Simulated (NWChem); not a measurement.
**C2H3BrO (acetyl bromide) at 6 levels**

Aim: a comparison of 6 runs (HF/3-21G, HF/def2-SVP, PBE0/def2-SVP, r2SCAN/6-31G*, M06-2X/cc-pVDZ, CCSD(T)/6-31G*) of C2H3BrO (acetyl bromide). 

The results are computed with NWChem 7.3.0.

## 1. The system as given

C2H3BrO has 7 atoms, charge 0, and is taken as a singlet. SMILES: `CC(=O)Br`. Geometry: relaxed at PBE0-D4/def2-TZVP.

Bond lengths: C1–C2 1.490 Å, C2–O3 1.176 Å, C2–Br4 1.977 Å, C1–H5 1.089 Å, C1–H6 1.091 Å, C1–H7 1.091 Å. Angles: C1–C2–O3 128.3°, C1–C2–Br4 111.6°, O3–C2–Br4 120.1°, C2–C1–H5 109.4°, C2–C1–H6 109.3°, C2–C1–H7 109.3°, H5–C1–H6 110.7°, H5–C1–H7 110.7°, H6–C1–H7 107.4°.

## 2. Energy and forces at HF/3-21G (run 1)

run.xyz reads:

```xyz
7
acetyl bromide
C      0.317220     0.588950     0.223620
C     -0.346220    -0.731400     0.032370
O     -0.609500    -1.539260     0.844740
Br    -0.791980    -1.052340    -1.866800
H      0.547050     0.728270     1.279450
H     -0.343270     1.379670    -0.135480
H      1.226720     0.626100    -0.377900
```

run.py reads:

```python
from ase.io import read
from ase.calculators.nwchem import NWChem

molecule = read('run.xyz')

calc = NWChem(
    label='run',
    theory='scf',
    memory='2200 mb',
    basis='3-21G',
    basispar='spherical bse',
    scf={'nopen': '0', 'rhf': None, 'thresh': '1e-08', 'maxiter': '80'},
)
molecule.calc = calc

forces = molecule.get_forces()
e = molecule.get_potential_energy()
print(f"E = {e:.6f} eV")
print("forces (eV/A):")
for s, f in zip(molecule.symbols, forces):
    print(f"{s:2s} {f[0]:10.5f} {f[1]:10.5f} {f[2]:10.5f}")
print("dipole (e A):", molecule.get_dipole_moment().round(4))
```

Command:

```
$ export ASE_NWCHEM_COMMAND="nwchem PREFIX.nwi > PREFIX.nwo"
$ python run.py
```

Standard output:

```text
E = -73784.675132 eV
forces (eV/A):
C     0.22821    0.48918   -0.04052
C     0.17154    0.37343   -0.05271
O    -0.18131   -0.56811    0.59583
Br   -0.13894   -0.10526   -0.57480
H    -0.05785   -0.01316   -0.33393
H     0.19736   -0.18784    0.17082
H    -0.21906    0.01178    0.23531
dipole (e A): [0.2935 0.5895 0.0677]
```

The calculator wrote run.nwi:

```
title "run"

permanent_dir run

scratch_dir run

start run

geometry units angstrom nocenter noautosym noautoz
  C  3.1722000000000000e-01 5.8894999999999997e-01 2.2362000000000001e-01
  C  -3.4622000000000003e-01 -7.3140000000000005e-01 3.2370000000000003e-02
  O  -6.0950000000000004e-01 -1.5392600000000001e+00 8.4474000000000005e-01
  Br -7.9198000000000002e-01 -1.0523400000000001e+00 -1.8668000000000000e+00
  H  5.4705000000000004e-01 7.2826999999999997e-01 1.2794500000000000e+00
  H  -3.4327000000000002e-01 1.3796700000000000e+00 -1.3547999999999999e-01
  H  1.2267200000000000e+00 6.2609999999999999e-01 -3.7790000000000001e-01
end

memory 2200 mb

basis spherical bse noprint
   * library 3-21G
end

scf
  nopen 0
  rhf
  thresh 1e-08
  maxiter 80
end

task scf gradient
```

run.nwo, shortened:

```text
[...]
      One-electron energy =  -4232.100716740269
[... 1 line left out ...]
 Nuclear repulsion energy =    229.004596146043
[... 47 lines left out ...]
                       ROHF Final Molecular Orbital Analysis
[... 213 lines left out ...]
                              NWChem Gradients Module
[...]
  wavefunction    =   RHF
                         RHF ENERGY GRADIENTS
    atom               coordinates                        gradient
                 x          y          z           x          y          z
   1 C       0.599459   1.112954   0.422581   -0.004438  -0.009513   0.000788
   2 C      -0.654261  -1.382146   0.061170   -0.003336  -0.007262   0.001025
   3 O      -1.151788  -2.908780   1.596327    0.003526   0.011048  -0.011587
   4 Br     -1.496625  -1.988634  -3.527740    0.002702   0.002047   0.011178
   5 H       1.033775   1.376231   2.417810    0.001125   0.000256   0.006494
   6 H      -0.648686   2.607198  -0.256020   -0.003838   0.003653  -0.003322
   7 H       2.318165   1.183157  -0.714127    0.004260  -0.000229  -0.004576
[...]
```

Run time: 5.7 s. Hardware: 1 thread of Intel Xeon Platinum 8375C at 2.90GHz (Ice Lake), shared host; peak memory 0.093 GiB.

## 3. Energy and forces at HF/def2-SVP (run 2)

work.nw reads:

```
start work
title "acetyl bromide"
memory total 2200 mb
geometry noautosym nocenter noautoz
C     0.317220    0.588950    0.223620
C    -0.346220   -0.731400    0.032370
O    -0.609500   -1.539260    0.844740
Br   -0.791980   -1.052340   -1.866800
H     0.547050    0.728270    1.279450
H    -0.343270    1.379670   -0.135480
H     1.226720    0.626100   -0.377900
end
basis spherical bse
C library def2-SVP
O library def2-SVP
Br library def2-SVP
H library def2-SVP
end
scf
thresh 1e-08
maxiter 80
end
task scf gradient
```

Command:

```
$ nwchem work.nw > work.out
```

Standard output:

```text
[...]
  functions       =    89
[...]
  wavefunction    = RHF
[...]
         Total SCF energy =  -2724.329992810493
      One-electron energy =  -4245.180236821065
      Two-electron energy =   1291.845647864528
 Nuclear repulsion energy =    229.004596146044
        Time for solution =     22.7s
[...]
                         RHF ENERGY GRADIENTS
    atom               coordinates                        gradient
                 x          y          z           x          y          z
   1 C       0.599459   1.112954   0.422581   -0.003035  -0.006268  -0.000234
   2 C      -0.654261  -1.382146   0.061170    0.010663   0.028154  -0.018593
   3 O      -1.151788  -2.908780   1.596327   -0.007933  -0.024690   0.025576
   4 Br     -1.496625  -1.988634  -3.527740   -0.000312   0.000931  -0.004955
   5 H       1.033775   1.376231   2.417810    0.000412   0.000503   0.001108
   6 H      -0.648686   2.607198  -0.256020   -0.000571   0.001008  -0.001345
   7 H       2.318165   1.183157  -0.714127    0.000775   0.000363  -0.001556
[...]
```

It took 30 s on 1 thread of Intel Xeon Platinum 8375C at 2.90GHz (Ice Lake), shared host; peak memory 0.099 GiB.

Run 3 isn't shown in full; the table further down has it.

## 4. Energy and gradient at r2SCAN/6-31G(d) (spherical functions) (run 4)

test.nw reads:

```
START test
TITLE "C2H3BrO gradient"
memory total 2200 mb
charge 0

GEOMETRY units angstrom noautosym nocenter noautoz
C      0.317220     0.588950     0.223620
C     -0.346220    -0.731400     0.032370
O     -0.609500    -1.539260     0.844740
Br    -0.791980    -1.052340    -1.866800
H      0.547050     0.728270     1.279450
H     -0.343270     1.379670    -0.135480
H      1.226720     0.626100    -0.377900
END

BASIS spherical bse
* library 6-31G*
END

DFT
xc r2scan
mult 1
grid xfine
convergence energy 1e-08
iterations 100
mulliken
END

TASK dft gradient
```

Command:

```
$ nwchem test.nw > test.out
```

Standard output:

```text
[...]
          Wavefunction type:  closed shell.
          No. of atoms     :     7
          No. of electrons :    58
[...]
          Charge           :     0
          Spin multiplicity:     1
[...]
          AO basis - number of functions:    80
[...]
              XC Information
              --------------
                      r^2SCAN Method XC Functional
               r^2SCAN metaGGA Exchange Functional  1.000
                     r^2SCAN Correlation Potential  1.000
[...]
 d= 0,ls=0.0,diis     1  -2726.8449103545 -2.96D+03  2.35D-02  1.17D+00     5.3
[...]
 d= 0,ls=0.0,diis    11  -2726.9866196268 -2.95D-09  5.29D-07  1.59D-09    45.6
         Total DFT energy =    -2726.986619626831
      One electron energy =    -4245.195341582346
           Coulomb energy =     1400.953678120676
    Exchange-Corr. energy =     -111.749552311205
 Nuclear repulsion energy =      229.004596146044
[...]
      Total Density - Mulliken Population Analysis
     ---------------------------------------------
    Atom       Charge   Shell Charges
 -----------   ------   -------------------------------------------------------
    1 C    6     6.61   2.00  0.68  2.13  0.69  1.08  0.03
    2 C    6     5.66   2.00  0.72  1.87  0.44  0.54  0.10
    3 O    8     8.31   2.00  0.93  2.85  0.94  1.55  0.03
    4 Br  35    35.13   2.00  2.00  6.00  2.00  5.99  1.62  3.84  0.35  1.31  6.95  2.91  0.18
    5 H    1     0.77   0.52  0.26
    6 H    1     0.76   0.51  0.25
    7 H    1     0.76   0.51  0.25
[...]
  wavefunction    = closed shell
                         DFT ENERGY GRADIENTS
    atom               coordinates                        gradient
                 x          y          z           x          y          z
   1 C       0.599459   1.112954   0.422581   -0.000723  -0.001742   0.000707
   2 C      -0.654261  -1.382146   0.061170   -0.005172  -0.013572   0.008795
   3 O      -1.151788  -2.908780   1.596327    0.005732   0.017847  -0.018492
   4 Br     -1.496625  -1.988634  -3.527740    0.002091   0.001259   0.009666
   5 H       1.033775   1.376231   2.417810   -0.000587  -0.000334  -0.002770
   6 H      -0.648686   2.607198  -0.256020    0.001196  -0.002626   0.000759
   7 H       2.318165   1.183157  -0.714127   -0.002538  -0.000833   0.001335
[...]
```

It took 60 s on 1 thread of Intel Xeon Platinum 8375C at 2.90GHz (Ice Lake), shared host; peak memory 0.14 GiB.

Run 5 isn't shown in full; the table further down has it.

## 5. A single-point energy at CCSD(T)/6-31G(d) (spherical functions) (run 6)

c2h3bro.nw reads:

```
START c2h3bro
memory 2200 mb
charge 0

GEOMETRY units angstrom noautosym nocenter noautoz
C     0.317220    0.588950    0.223620
C    -0.346220   -0.731400    0.032370
O    -0.609500   -1.539260    0.844740
Br   -0.791980   -1.052340   -1.866800
H     0.547050    0.728270    1.279450
H    -0.343270    1.379670   -0.135480
H     1.226720    0.626100   -0.377900
END

BASIS "ao basis" spherical bse
* library 6-31G*
END

SCF
thresh 1e-08
maxiter 80
print low
END

CCSD
freeze core 12
maxiter 60
END

TASK ccsd(t) energy
```

Command:

```
$ nwchem c2h3bro.nw > c2h3bro.out
```

Standard output:

```text
[...]
  functions       =    80
[...]
  wavefunction    = RHF
[...]
         Total SCF energy =  -2724.447242959976
      One-electron energy =  -4244.794588278386
      Two-electron energy =   1291.342749172366
 Nuclear repulsion energy =    229.004596146044
        Time for solution =     24.6s
[...]
 Total MP2 energy:          -2725.130294168579439
[...]
             energy      energy      error      ampl     ampl      Block
                                                time     time      time
[...]
 Total CCSD energy:          -2725.146053926176137
[...]
 Total CCSD+T(CCSD) energy:          -2725.168468647229929
[...]
 Total CCSD(T) energy:               -2725.166431503677359
[...]
```

Wall time 2.7 min (1 thread of Intel Xeon Platinum 8375C at 2.90GHz (Ice Lake), shared host); peak memory 0.24 GiB.

## 6. All runs side by side

| run | level | iteration cap | module | energy (Eh) | dipole moment (D) | largest force (eV/Å) | wall time |
| --- | --- | --- | --- | --- | --- | --- | --- |
| 1 | HF/3-21G | 80 | scf | -2711.536820 | 3.18 | 0.843 | 5.7 s |
| 2 | HF/def2-SVP | 80 | scf | -2724.329993 | 3.05 | 1.873 | 30 s |
| 3 | PBE0/def2-SVP | 100 | dft | -2726.506836 | – | 0.323 | 59 s |
| 4 | r2SCAN/6-31G* (spherical functions) | 100 | dft | -2726.986620 | 2.91 | 1.354 | 60 s |
| 5 | M06-2X/cc-pVDZ | 100 | dft | -2727.367022 | 2.84 | 0.281 | 2.3 min |
| 6 | CCSD(T)/6-31G* (spherical functions) | 80 | ccsd(t) | -2725.166432 | – | – | 2.7 min |

## 7. Summary of results

| quantity | value |
| --- | --- |
| run 6: total energy | -2725.16643 Eh |
| run 6: correlation energy (12 core orbitals frozen) | -719.2 mEh |
| run 6: (T) correction | -20.38 mEh |

In words: Over runs 1, 2, 4, 5 the dipole moment (its size) runs from 2.84 D (M06-2X/cc-pVDZ) to 3.18 D (HF/3-21G). The two ends differ in method and basis. Over runs 1, 2, 4 the HOMO–LUMO gap runs from 5.19 eV (r2SCAN/6-31G*) to 14.84 eV (HF/3-21G). Totals of different functionals can't be ranked against each other. All runs together took 7.6 min, the longest 2.7 min.
